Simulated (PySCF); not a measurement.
**A gas-phase reaction: BCl2HO + ClH → BCl3 + H2O**

Wanted: the reaction energy for `OB(Cl)Cl` + `Cl` → `ClB(Cl)Cl` + `O`.

Programs: PySCF 2.14.0. All values are calculated, for the isolated system unless a continuum is named. Atoms count from 0, parts from 1.

## Step 1: Starting point

Each species was relaxed by itself at PBE0-D3(BJ)/def2-SVPD.

## Step 2: Energies of the species: wB97M-D3(BJ)/def2-TZVPD

Job settings and geometry (Å):

```
{"job": {"kind": "react", "xc": "wB97M-D3(BJ)", "basis": "def2-TZVPD"}, "charge": 0, "multiplicity": 1}
-1 BCl2HO charge 0 multiplicity 1
O     -0.832540    -0.751560     0.016560
B      0.314100    -0.062860    -0.032240
Cl     0.330310     1.705920    -0.005400
Cl     1.829040    -0.939440    -0.123420
H     -1.621650    -0.202800     0.066840

-1 ClH charge 0 multiplicity 1
Cl     0.644540     0.015480     0.000300
H     -0.643330    -0.014380     0.001030

+1 BCl3 charge 0 multiplicity 1
Cl     0.306810     0.532240     1.634470
B     -0.018440    -0.015520     0.011060
Cl    -0.757100    -1.573160    -0.252110
Cl     0.395260     0.994260    -1.349150

+1 H2O charge 0 multiplicity 1
O      0.001530     0.389380    -0.004000
H      0.762110    -0.197610     0.006860
H     -0.763640    -0.191730    -0.002840
```

Method: wB97M-D3(BJ)/def2-TZVPD reaction energy of separated species, gas phase.

The run is started by

```
$ OMP_NUM_THREADS=1 python cluster_run.py task.json out
```

The driver reads the jobs from task.json and runs them one after another.

Output:

```text
species 1 (BCl2HO)
coarse grid: 25464 points
cycle   1  E = -1021.3157632033  dE =  5.881e-01  |g| = 6.636e-01  |ddm| = 1.724e+00
cycle   2  E = -1021.3227067305  dE = -6.944e-03  |g| = 7.244e-01  |ddm| = 8.486e-01
cycle   3  E = -1021.4125071024  dE = -8.980e-02  |g| = 5.183e-02  |ddm| = 3.938e-01
cycle   4  E = -1021.4130887775  dE = -5.817e-04  |g| = 2.922e-02  |ddm| = 6.465e-02
cycle   5  E = -1021.4132721140  dE = -1.833e-04  |g| = 6.084e-03  |ddm| = 2.499e-02
cycle   6  E = -1021.4132849444  dE = -1.283e-05  |g| = 1.439e-03  |ddm| = 7.210e-03
cycle   7  E = -1021.4132856463  dE = -7.019e-07  |g| = 3.912e-04  |ddm| = 1.771e-03
final grid: 51280 points
cycle   8  E = -1021.4132017607  dE = -8.297e-08  |g| = 2.341e-04  |ddm| = 2.841e-03
cycle   9  E = -1021.4132017699  dE = -9.199e-09  |g| = 1.880e-04  |ddm| = 5.188e-04
cycle  10  E = -1021.4132017783  dE = -8.431e-09  |g| = 2.154e-05  |ddm| = 1.266e-04
cycle  11  E = -1021.4132017787  dE = -3.251e-10  |g| = 1.169e-05  |ddm| = 5.904e-05
converged SCF energy = -1021.4132017787

species 2 (ClH)
coarse grid: 8792 points
cycle   1  E = -460.8503333655  dE = -8.165e-02  |g| = 2.169e-01  |ddm| = 7.239e-01
cycle   2  E = -460.8625128670  dE = -1.218e-02  |g| = 1.397e-01  |ddm| = 2.651e-01
cycle   3  E = -460.8670522607  dE = -4.539e-03  |g| = 1.358e-02  |ddm| = 9.818e-02
cycle   4  E = -460.8670933444  dE = -4.108e-05  |g| = 3.364e-03  |ddm| = 9.545e-03
cycle   5  E = -460.8670995929  dE = -6.249e-06  |g| = 8.516e-04  |ddm| = 3.915e-03
final grid: 17120 points
cycle   6  E = -460.8670682047  dE = -3.714e-07  |g| = 3.675e-04  |ddm| = 8.883e-04
cycle   7  E = -460.8670682509  dE = -4.625e-08  |g| = 1.617e-04  |ddm| = 3.980e-04
cycle   8  E = -460.8670682575  dE = -6.569e-09  |g| = 4.219e-05  |ddm| = 1.294e-04
cycle   9  E = -460.8670682588  dE = -1.313e-09  |g| = 3.961e-06  |ddm| = 6.530e-05
cycle  10  E = -460.8670682588  dE = -4.377e-12  |g| = 8.160e-07  |ddm| = 3.306e-06
converged SCF energy = -460.8670682588

species 3 (BCl3)
coarse grid: 24128 points
cycle   1  E = -1405.7116463459  dE =  5.922e-01  |g| = 4.661e-01  |ddm| = 1.597e+00
cycle   2  E = -1405.7192786001  dE = -7.632e-03  |g| = 5.107e-01  |ddm| = 7.102e-01
cycle   3  E = -1405.7819421031  dE = -6.266e-02  |g| = 2.519e-02  |ddm| = 3.202e-01
cycle   4  E = -1405.7822441928  dE = -3.021e-04  |g| = 6.439e-03  |ddm| = 4.099e-02
cycle   5  E = -1405.7822745797  dE = -3.039e-05  |g| = 1.664e-03  |ddm| = 1.305e-02
cycle   6  E = -1405.7822754877  dE = -9.079e-07  |g| = 4.515e-04  |ddm| = 2.182e-03
final grid: 46448 points
cycle   7  E = -1405.7821408623  dE = -1.266e-07  |g| = 1.984e-04  |ddm| = 1.185e-03
cycle   8  E = -1405.7821408758  dE = -1.351e-08  |g| = 1.440e-04  |ddm| = 3.060e-04
cycle   9  E = -1405.7821408813  dE = -5.478e-09  |g| = 3.606e-05  |ddm| = 1.035e-04
cycle  10  E = -1405.7821408821  dE = -8.633e-10  |g| = 1.569e-05  |ddm| = 5.375e-05
converged SCF energy = -1405.7821408821

species 4 (H2O)
coarse grid: 10128 points
cycle   1  E = -76.4117498437  dE = -7.453e-02  |g| = 5.872e-01  |ddm| = 8.994e-01
cycle   2  E = -76.4087426958  dE =  3.007e-03  |g| = 6.461e-01  |ddm| = 5.038e-01
cycle   3  E = -76.4759334712  dE = -6.719e-02  |g| = 2.731e-02  |ddm| = 2.374e-01
cycle   4  E = -76.4760586745  dE = -1.252e-04  |g| = 5.497e-03  |ddm| = 1.609e-02
cycle   5  E = -76.4760673513  dE = -8.677e-06  |g| = 8.214e-04  |ddm| = 5.831e-03
final grid: 21952 points
cycle   6  E = -76.4760630135  dE = -1.975e-07  |g| = 5.843e-04  |ddm| = 1.373e-03
cycle   7  E = -76.4760630203  dE = -6.840e-09  |g| = 6.465e-04  |ddm| = 6.469e-04
cycle   8  E = -76.4760630839  dE = -6.362e-08  |g| = 3.198e-05  |ddm| = 2.236e-04
cycle   9  E = -76.4760630848  dE = -8.225e-10  |g| = 4.134e-06  |ddm| = 1.105e-04
converged SCF energy = -76.4760630848

Reaction energy = 13.680 kcal/mol
```

Wall time 28 s (1 thread of Arm Neoverse N1, shared host); peak memory 0.62 GiB.

Species by species (with the dispersion term, which the log's SCF energies lack):

```tsv
ν	species	energy (Eh)	HOMO (eV)
-1	OB(Cl)Cl	-1021.41826	-11.46
-1	Cl	-460.86761	-11.93
+1	ClB(Cl)Cl	-1405.78726	-11.47
+1	O	-76.47682	-11.72
```

## Step 3: Energies of the species: PBE0-D3(BJ)/def2-TZVPD

Settings changed since step 2:

```diff
@@ -1,2 +1,2 @@
-{"job": {"kind": "react", "xc": "wB97M-D3(BJ)", "basis": "def2-TZVPD"}, "charge": 0, "multiplicity": 1}
+{"job": {"kind": "react", "xc": "PBE0", "basis": "def2-TZVPD", "disp": "d3bj"}, "charge": 0, "multiplicity": 1}
 -1 BCl2HO charge 0 multiplicity 1
```

With the program's defaults for keys left out, this is: PBE0-D3(BJ)/def2-TZVPD reaction energy of separated species, gas phase.

Output:

```text
species 1 (BCl2HO)
coarse grid: 6040 points
cycle   1  E = -1020.7980220697  dE =  5.077e-01  |g| = 6.369e-01  |ddm| = 1.812e+00
cycle   2  E = -1020.6913228920  dE =  1.067e-01  |g| = 1.005e+00  |ddm| = 1.002e+00
cycle   3  E = -1020.8707350686  dE = -1.794e-01  |g| = 8.616e-02  |ddm| = 6.471e-01
cycle   4  E = -1020.8723395063  dE = -1.604e-03  |g| = 3.234e-02  |ddm| = 9.579e-02
cycle   5  E = -1020.8725226349  dE = -1.831e-04  |g| = 8.412e-03  |ddm| = 2.902e-02
cycle   6  E = -1020.8725387383  dE = -1.610e-05  |g| = 2.773e-03  |ddm| = 7.248e-03
cycle   7  E = -1020.8725406982  dE = -1.960e-06  |g| = 3.016e-04  |ddm| = 2.030e-03
final grid: 51280 points
cycle   8  E = -1020.8722620525  dE = -3.679e-05  |g| = 5.680e-03  |ddm| = 6.799e-02
cycle   9  E = -1020.8722561108  dE =  5.942e-06  |g| = 7.971e-03  |ddm| = 7.728e-03
cycle  10  E = -1020.8722672118  dE = -1.110e-05  |g| = 8.914e-04  |ddm| = 4.728e-03
cycle  11  E = -1020.8722673256  dE = -1.138e-07  |g| = 1.580e-04  |ddm| = 6.981e-04
cycle  12  E = -1020.8722673304  dE = -4.806e-09  |g| = 6.625e-05  |ddm| = 1.474e-04
cycle  13  E = -1020.8722673315  dE = -1.021e-09  |g| = 1.499e-05  |ddm| = 5.484e-05
cycle  14  E = -1020.8722673315  dE = -5.775e-11  |g| = 2.127e-06  |ddm| = 1.407e-05
converged SCF energy = -1020.8722673315

species 2 (ClH)
coarse grid: 2248 points
cycle   1  E = -460.6537833341  dE = -4.644e-02  |g| = 1.882e-01  |ddm| = 7.411e-01
cycle   2  E = -460.6558520898  dE = -2.069e-03  |g| = 1.902e-01  |ddm| = 3.151e-01
cycle   3  E = -460.6653808589  dE = -9.529e-03  |g| = 1.506e-02  |ddm| = 1.513e-01
cycle   4  E = -460.6654029160  dE = -2.206e-05  |g| = 2.693e-03  |ddm| = 7.323e-03
cycle   5  E = -460.6654044638  dE = -1.548e-06  |g| = 1.111e-03  |ddm| = 2.553e-03
final grid: 17120 points
cycle   6  E = -460.6658903215  dE = -4.428e-06  |g| = 2.164e-03  |ddm| = 7.330e-03
cycle   7  E = -460.6658903508  dE = -2.934e-08  |g| = 1.795e-03  |ddm| = 2.512e-03
cycle   8  E = -460.6658909690  dE = -6.182e-07  |g| = 1.533e-04  |ddm| = 1.363e-03
cycle   9  E = -460.6658909759  dE = -6.898e-09  |g| = 2.145e-05  |ddm| = 1.086e-04
cycle  10  E = -460.6658909760  dE = -1.025e-10  |g| = 4.934e-06  |ddm| = 1.680e-05
converged SCF energy = -460.6658909760

species 3 (BCl3)
coarse grid: 5960 points
cycle   1  E = -1405.1125986105  dE =  4.724e-01  |g| = 2.896e-01  |ddm| = 1.689e+00
cycle   2  E = -1405.0927438656  dE =  1.985e-02  |g| = 4.160e-01  |ddm| = 5.281e-01
cycle   3  E = -1405.1356147462  dE = -4.287e-02  |g| = 4.627e-02  |ddm| = 2.893e-01
cycle   4  E = -1405.1360826951  dE = -4.679e-04  |g| = 1.611e-02  |ddm| = 4.372e-02
cycle   5  E = -1405.1361372372  dE = -5.454e-05  |g| = 1.007e-03  |ddm| = 1.211e-02
cycle   6  E = -1405.1361374699  dE = -2.327e-07  |g| = 1.027e-04  |ddm| = 1.374e-03
final grid: 46448 points
cycle   7  E = -1405.1370090406  dE = -2.061e-05  |g| = 3.622e-03  |ddm| = 2.731e-02
cycle   8  E = -1405.1370090113  dE =  2.933e-08  |g| = 2.876e-03  |ddm| = 4.637e-03
cycle   9  E = -1405.1370106278  dE = -1.617e-06  |g| = 1.145e-03  |ddm| = 2.416e-03
cycle  10  E = -1405.1370109454  dE = -3.176e-07  |g| = 1.074e-04  |ddm| = 7.670e-04
cycle  11  E = -1405.1370109480  dE = -2.558e-09  |g| = 1.520e-05  |ddm| = 9.768e-05
cycle  12  E = -1405.1370109480  dE = -5.866e-11  |g| = 2.471e-06  |ddm| = 1.515e-05
converged SCF energy = -1405.1370109480

species 4 (H2O)
coarse grid: 2328 points
cycle   1  E = -76.3044307333  dE = -5.299e-03  |g| = 6.571e-01  |ddm| = 9.011e-01
cycle   2  E = -76.1882113000  dE =  1.162e-01  |g| = 1.036e+00  |ddm| = 7.256e-01
cycle   3  E = -76.3820304978  dE = -1.938e-01  |g| = 3.132e-02  |ddm| = 4.396e-01
cycle   4  E = -76.3822128000  dE = -1.823e-04  |g| = 5.864e-03  |ddm| = 1.606e-02
cycle   5  E = -76.3822179389  dE = -5.139e-06  |g| = 7.850e-04  |ddm| = 2.507e-03
final grid: 21952 points
cycle   6  E = -76.3808944364  dE = -1.510e-05  |g| = 3.448e-03  |ddm| = 9.316e-03
cycle   7  E = -76.3808924706  dE =  1.966e-06  |g| = 4.753e-03  |ddm| = 3.321e-03
cycle   8  E = -76.3808961870  dE = -3.716e-06  |g| = 2.518e-04  |ddm| = 1.965e-03
cycle   9  E = -76.3808961976  dE = -1.061e-08  |g| = 2.398e-05  |ddm| = 1.101e-04
cycle  10  E = -76.3808961977  dE = -1.117e-10  |g| = 3.292e-06  |ddm| = 1.515e-05
converged SCF energy = -76.3808961977

Reaction energy = 12.314 kcal/mol
```

It took 15 s on 1 thread of Arm Neoverse N1, shared host; peak memory 0.6 GiB.

Reaction energy at this level: 12.31 kcal/mol.

## Step 4: Reaction energy: MP2/def2-TZVPD

Settings changed since step 3:

```diff
@@ -1,2 +1,2 @@
-{"job": {"kind": "react", "xc": "PBE0", "basis": "def2-TZVPD", "disp": "d3bj"}, "charge": 0, "multiplicity": 1}
+{"job": {"kind": "react", "xc": "MP2", "basis": "def2-TZVPD"}, "charge": 0, "multiplicity": 1}
 -1 BCl2HO charge 0 multiplicity 1
```

Method: MP2/def2-TZVPD reaction energy of separated species, gas phase.

Output:

```text
species 1 (BCl2HO)
final grid: 51280 points
cycle   1  E = -1019.2608954407  dE =  6.505e-01  |g| = 5.669e-01  |ddm| = 1.684e+00
cycle   2  E = -1019.3207103730  dE = -5.981e-02  |g| = 3.298e-01  |ddm| = 6.184e-01
cycle   3  E = -1019.3416608793  dE = -2.095e-02  |g| = 4.499e-02  |ddm| = 2.013e-01
cycle   4  E = -1019.3424482773  dE = -7.874e-04  |g| = 1.341e-02  |ddm| = 6.175e-02
cycle   5  E = -1019.3425181345  dE = -6.986e-05  |g| = 4.940e-03  |ddm| = 1.877e-02
cycle   6  E = -1019.3425289269  dE = -1.079e-05  |g| = 1.499e-03  |ddm| = 5.389e-03
cycle   7  E = -1019.3425304194  dE = -1.492e-06  |g| = 3.741e-04  |ddm| = 2.623e-03
cycle   8  E = -1019.3425305195  dE = -1.001e-07  |g| = 9.577e-05  |ddm| = 6.944e-04
cycle   9  E = -1019.3425305252  dE = -5.695e-09  |g| = 2.505e-05  |ddm| = 1.772e-04
cycle  10  E = -1019.3425305257  dE = -4.657e-10  |g| = 6.596e-06  |ddm| = 5.334e-05
converged SCF energy = -1019.3425305257

species 2 (ClH)
final grid: 17120 points
cycle   1  E = -460.0817351534  dE = -1.008e-01  |g| = 2.132e-01  |ddm| = 7.101e-01
cycle   2  E = -460.0969051810  dE = -1.517e-02  |g| = 8.401e-02  |ddm| = 2.053e-01
cycle   3  E = -460.0986385479  dE = -1.733e-03  |g| = 1.826e-02  |ddm| = 5.472e-02
cycle   4  E = -460.0988471138  dE = -2.086e-04  |g| = 6.315e-03  |ddm| = 1.638e-02
cycle   5  E = -460.0988771135  dE = -3.000e-05  |g| = 1.289e-03  |ddm| = 7.398e-03
cycle   6  E = -460.0988783295  dE = -1.216e-06  |g| = 2.807e-04  |ddm| = 1.659e-03
cycle   7  E = -460.0988783828  dE = -5.326e-08  |g| = 4.150e-05  |ddm| = 4.895e-04
cycle   8  E = -460.0988783835  dE = -7.331e-10  |g| = 7.806e-06  |ddm| = 6.177e-05
converged SCF energy = -460.0988783835

species 3 (BCl3)
final grid: 46448 points
cycle   1  E = -1403.2728991073  dE =  6.987e-01  |g| = 4.907e-01  |ddm| = 1.582e+00
cycle   2  E = -1403.3238119776  dE = -5.091e-02  |g| = 3.394e-01  |ddm| = 6.188e-01
cycle   3  E = -1403.3523185354  dE = -2.851e-02  |g| = 3.807e-02  |ddm| = 2.308e-01
cycle   4  E = -1403.3531851254  dE = -8.666e-04  |g| = 9.451e-03  |ddm| = 7.041e-02
cycle   5  E = -1403.3532488571  dE = -6.373e-05  |g| = 2.216e-03  |ddm| = 1.568e-02
cycle   6  E = -1403.3532529695  dE = -4.112e-06  |g| = 5.794e-04  |ddm| = 3.799e-03
cycle   7  E = -1403.3532532408  dE = -2.713e-07  |g| = 1.058e-04  |ddm| = 1.198e-03
cycle   8  E = -1403.3532532474  dE = -6.591e-09  |g| = 2.552e-05  |ddm| = 2.456e-04
cycle   9  E = -1403.3532532478  dE = -4.861e-10  |g| = 6.763e-06  |ddm| = 4.756e-05
converged SCF energy = -1403.3532532478

species 4 (H2O)
final grid: 21952 points
cycle   1  E = -76.0248946508  dE = -1.467e-01  |g| = 4.364e-01  |ddm| = 8.776e-01
cycle   2  E = -76.0503807646  dE = -2.549e-02  |g| = 2.594e-01  |ddm| = 2.972e-01
cycle   3  E = -76.0608897799  dE = -1.051e-02  |g| = 2.594e-02  |ddm| = 1.025e-01
cycle   4  E = -76.0610471386  dE = -1.574e-04  |g| = 5.694e-03  |ddm| = 1.523e-02
cycle   5  E = -76.0610615062  dE = -1.437e-05  |g| = 1.176e-03  |ddm| = 5.302e-03
cycle   6  E = -76.0610623959  dE = -8.897e-07  |g| = 2.235e-04  |ddm| = 1.658e-03
cycle   7  E = -76.0610624326  dE = -3.670e-08  |g| = 3.304e-05  |ddm| = 3.733e-04
cycle   8  E = -76.0610624332  dE = -6.654e-10  |g| = 4.159e-06  |ddm| = 3.886e-05
converged SCF energy = -76.0610624332

Reaction energy = 11.466 kcal/mol
```

It took 7.7 s on 1 thread of Arm Neoverse N1, shared host; peak memory 0.42 GiB.

Reaction energy at this level: 11.47 kcal/mol.

## Step 5: Side by side

Energies in kcal/mol, with wall time:

```tsv
run	reaction	time
wB97M-D3(BJ)/def2-TZVPD	13.68	28 s
PBE0-D3(BJ)/def2-TZVPD	12.31	15 s
MP2/def2-TZVPD	11.47	7.7 s
```

## Step 6: Results

```
                                                quantity                    value
               reaction energy (wB97M-D3(BJ)/def2-TZVPD)           13.68 kcal/mol
                     ΔH, ΔG at 298 K (xTB thermal terms)    +14.8, +15.0 kcal/mol
range of the reaction energy over the runs of this table  11.47 to 13.68 kcal/mol
```

**Reading.** The reaction is endothermic by 14.8 kcal/mol in the gas phase; dispersion gives -0.17, and xTB itself gave 16.76 for the electronic energy (xTB energies and thermal terms come from the earlier relaxation of each species, not shown). No barrier was sought. The reaction energy runs from 11.47 (MP2/def2-TZVPD) to 13.68 kcal/mol (wB97M-D3(BJ)/def2-TZVPD).
